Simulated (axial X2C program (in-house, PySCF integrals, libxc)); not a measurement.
**TaO: EOM-IP-CCSD levels**

Aim: EOM-IP-CCSD levels of TaO, with spin–orbit coupling in the Hamiltonian from the start.

The runs use an in-house X2C program for linear molecules on PySCF integrals; two-component X2C with atomic mean-field terms, Ta dyall-acv3z, O dyall-av3z.

All values are calculated.

## (1) Set-up

Input file task.json:

```json
{"zs": [73, 8], "q": 0, "bas": ["dyall-acv3z", "dyall-av3z"], "r0": 1.83, "eom": "ip", "rq": -1, "thr": -2.0, "nmax": 95, "grid": [1, 0.96, 1.045, 0.92, 1.09, 1.15]}
```

Keys: zs atomic numbers; q charge; bas basis sets; r0 starting distance in Å; eom kind of EOM run; thr threshold in hartree for freezing inner shells (an s shell follows its p shell); nmax most natural virtual spinors; grid distances as factors.

Launch:

```console
> python soeom.py task.json out
```

Nuclei are Gaussian, cores are contracted, and the Gaunt term is on.

## (2) EOM-IP-CCSD at 1.720 Å

Reference: the closed shell TaO⁻; 20 electrons correlated, 82 virtual spinors; roots sought by Ω: 1/2: 4, 3/2: 3, 5/2: 1.

Output:

```text
two-component X2C + atomic mean field  HF
basis functions 248  fitting functions 1240  grid points 5074
iter        total energy     max residual
   1     -15673.369322436     7.12e-01
   2     -15673.421760754     2.44e-02
   3     -15673.424173807     2.60e-02
   4     -15673.428334164     3.09e-03
   5     -15673.428846581     2.35e-03
   6     -15673.429066229     7.66e-04
   7     -15673.429137022     4.70e-04
   8     -15673.429168373     3.11e-04
   9     -15673.429183095     2.76e-04
  10     -15673.429195740     2.22e-04
  11     -15673.429206332     1.47e-04
  12     -15673.429212782     6.23e-05
  13     -15673.429214056     1.30e-05
  14     -15673.429214144     4.88e-06
  15     -15673.429214155     2.09e-06
  16     -15673.429214157     1.05e-06
converged
one-electron -21880.60119153  Coulomb 6364.84256324  exact exchange -323.99321819  xc functional 0.00000000  nuclear repulsion 179.67412278  atomic mean-field constant -13.35149046
correlated 20  virtual 332  natural virtual 82  E(MP2) -0.664911033  MP2 remainder -0.101280288
iter   CCSD correlation   residual
   1     -0.517483078   2.85e-01
   2     -0.543634515   1.82e-01
   3     -0.552309963   6.91e-02
   4     -0.553154489   3.36e-02
   5     -0.553481488   1.78e-02
   6     -0.553736571   1.07e-02
   7     -0.553799143   6.62e-03
   8     -0.553854332   3.51e-03
   9     -0.553904076   1.84e-03
  10     -0.553870298   9.81e-04
  11     -0.553895990   5.79e-04
  12     -0.553883811   4.13e-04
  13     -0.553890581   3.13e-04
  14     -0.553884900   2.45e-04
  15     -0.553884365   1.82e-04
  16     -0.553884217   1.11e-04
  17     -0.553884427   6.72e-05
  18     -0.553884757   4.42e-05
  19     -0.553884880   3.06e-05
  20     -0.553884494   2.00e-05
  21     -0.553884651   1.25e-05
  22     -0.553884124   8.61e-06
  23     -0.553884194   5.81e-06
  24     -0.553884108   4.12e-06
  25     -0.553884102   3.22e-06
(T) -0.030927067  T1 0.0455  D1 0.1008  max T2 0.158
EOM-IP-CCSD roots
2*Omega      energy/Eh   energy/eV  one-particle weight
    1       0.07574357      2.0611      0.931
    1       0.17773884      4.8365      0.035
    1       0.18653994      5.0760      0.017
    1       0.20797820      5.6594      0.003
    3       0.04903115      1.3342      0.901
    3       0.15144110      4.1209      0.000
    3       0.17268316      4.6989      0.001
    5       0.18548314      5.0473      0.000
```

T1 in the output is the amplitude norm over the root of the electron number; divide by √2 for the Lee–Taylor value.

```tsv
Ω	vertical IE (eV)	above lowest (cm⁻¹)	spinor	weight
3/2	1.334	0	96% Ta dδ	0.90
1/2	2.061	5860	69% Ta sσ, 13% Ta pσ, 8% O pσ	0.93
```

Wall time 31 s (1 thread of Arm Neoverse V1, shared host); peak memory 1.2 GiB.

## (3) EOM-IP-CCSD at 1.651 Å

```tsv
Ω	vertical IE (eV)	above lowest (cm⁻¹)	spinor	weight
3/2	1.154	0	96% Ta dδ	0.90
1/2	1.943	6360	69% Ta sσ, 13% Ta pσ, 8% O pσ	0.93
```

Wall time 29 s (1 thread of Arm Neoverse V1, shared host); peak memory 1.2 GiB.

## (4) EOM-IP-CCSD at 1.797 Å

```tsv
Ω	vertical IE (eV)	above lowest (cm⁻¹)	spinor	weight
3/2	1.535	0	96% Ta dδ	0.90
1/2	2.189	5270	68% Ta sσ, 14% Ta pσ, 8% O pσ	0.93
1/2	5.396	31140	73% O pπ, 16% Ta dπ	0.83
```

Wall time 40 s (1 thread of Arm Neoverse V1, shared host); peak memory 1.2 GiB.

## (5) EOM-IP-CCSD at 1.582 Å

```tsv
Ω	vertical IE (eV)	above lowest (cm⁻¹)	spinor	weight
3/2	0.983	0	95% Ta dδ	0.90
1/2	1.823	6780	69% Ta sσ, 12% Ta pσ, 8% O pσ	0.93
```

Wall time 45 s (1 thread of Arm Neoverse V1, shared host); peak memory 1.2 GiB.

## (6) EOM-IP-CCSD at 1.875 Å

```tsv
Ω	vertical IE (eV)	above lowest (cm⁻¹)	spinor	weight
3/2	1.732	0	95% Ta dδ	0.90
1/2	2.310	4660	68% Ta sσ, 14% Ta pσ, 8% O pσ	0.93
3/2	4.838	25060	77% O pπ, 14% Ta dπ	0.89
1/2	4.882	25410	75% O pπ, 15% Ta dπ	0.87
```

Run time: 67 s. Hardware: 1 thread of Arm Neoverse V1, shared host; peak memory 1.2 GiB.

## (7) Curves of the states

Energies in eV from the lowest point of the lowest state; states are followed by energy order within each Ω.

```tsv
R (Å)	(1)Ω=3/2	(1)Ω=1/2
1.582	0.3413	1.1820
1.651	0.0000	0.7889
1.720	0.0062	0.7331
1.797	0.2958	0.9496
1.875	0.7880	1.3660
```

## (8) Results

| quantity | value |
| --- | --- |
| lowest root at 1.720 Å | Ω = 3/2, 1.334 eV |
| next root led by one particle | Ω = 1/2, about 5860 cm⁻¹ higher |
| T1 of the reference | 0.032 |

Removing an electron from the reference determinant of TaO⁻ costs 1.33 eV and empties a spinor of 96% Ta dδ. The closed-shell reference lies 0.38 eV above the lowest determinant found, so these energies count from an excited configuration. Errors of 0.1 to 0.3 eV are usual at this size, and roots led by higher excitations are left out, so the list is incomplete, and low states of that kind can be missing. T1 or the largest double amplitude of the reference is raised, which lowers the reliability.
